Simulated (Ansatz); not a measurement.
# CH5AlClF3: the cost of one run

Method: RKS B3LYP/def2-SVP, in Ansatz 0.2.0.

## (1) The starting structure

Bond lengths: Al1–Cl2 2.603 Å, Al1–C3 1.968 Å, Al1–F4 1.644 Å, Al1–F6 2.111 Å, C3–H9 1.090 Å, C3–H10 1.091 Å, C3–H11 1.092 Å. Angles: Cl2–Al1–C3 114.3°, Cl2–Al1–F4 98.7°, Cl2–Al1–F6 87.4°, C3–Al1–F4 135.1°, C3–Al1–F6 112.2°, F4–Al1–F6 98.1°, Al1–C3–H9 110.6°, Al1–C3–H10 110.3°, Al1–C3–H11 113.6°, H9–C3–H10 106.9°, H9–C3–H11 107.8°, H10–C3–H11 107.4°.

As a file:

```xyz
11

Al    0.1995   -0.5619    0.5492
Cl   -1.1873    1.5553    1.1581
C    -0.8044   -1.9284   -0.4503
F     1.2146   -0.5760    1.8420
H     1.3172    1.8616   -0.5791
F     1.3485    0.6735   -0.7198
H    -0.0037    2.6241    0.4392
F     0.9336    2.9431   -0.2354
H    -1.7532   -1.5247   -0.8048
H    -0.2432   -2.2413   -1.3325
H    -1.0215   -2.8254    0.1334
```

## (2) A restrained relaxation towards end A

Springs on the bonds that form and break draw the guess towards this end; the thresholds are loose.

input.yaml

```yaml
crystal:
  periodic: [false, false, false]
  atoms:
    - { symbol: Al, position_ang: [0.1995, -0.5619, 0.5492] }
    - { symbol: Cl, position_ang: [-1.1873, 1.5553, 1.1581] }
    - { symbol: C, position_ang: [-0.8044, -1.9284, -0.4503] }
    - { symbol: F, position_ang: [1.2146, -0.576, 1.842] }
    - { symbol: H, position_ang: [1.3172, 1.8616, -0.5791] }
    - { symbol: F, position_ang: [1.3485, 0.6735, -0.7198] }
    - { symbol: H, position_ang: [-0.0037, 2.6241, 0.4392] }
    - { symbol: F, position_ang: [0.9336, 2.9431, -0.2354] }
    - { symbol: H, position_ang: [-1.7532, -1.5247, -0.8048] }
    - { symbol: H, position_ang: [-0.2432, -2.2413, -1.3325] }
    - { symbol: H, position_ang: [-1.0215, -2.8254, 0.1334] }
basis:
  gaussian: { orbitals: def2-SVP }
hamiltonian:
  xc: b3lyp
relax:
  f_tol: 0.15
  max_steps: 25
  restrain:
    - { distance: [0, 5], at: 3.08, k: 30.0 }
    - { distance: [4, 7], at: 2.18, k: 30.0 }
    - { distance: [6, 1], at: 2.63, k: 30.0 }
    - { distance: [0, 1], at: 2.23, k: 30.0 }
    - { distance: [4, 5], at: 0.88, k: 30.0 }
    - { distance: [6, 7], at: 0.88, k: 30.0 }
```

Started as:

```bash
> ansatz run input.yaml --threads 2 --pin off --max-ram 3072MiB --backend cpu --events-out ev --progress --plain --runs-dir out
```

Q: Estimate wall time and peak memory on 2 threads of Arm Neoverse V1, shared host.

About 30 s, with a peak of 0.28 GiB.
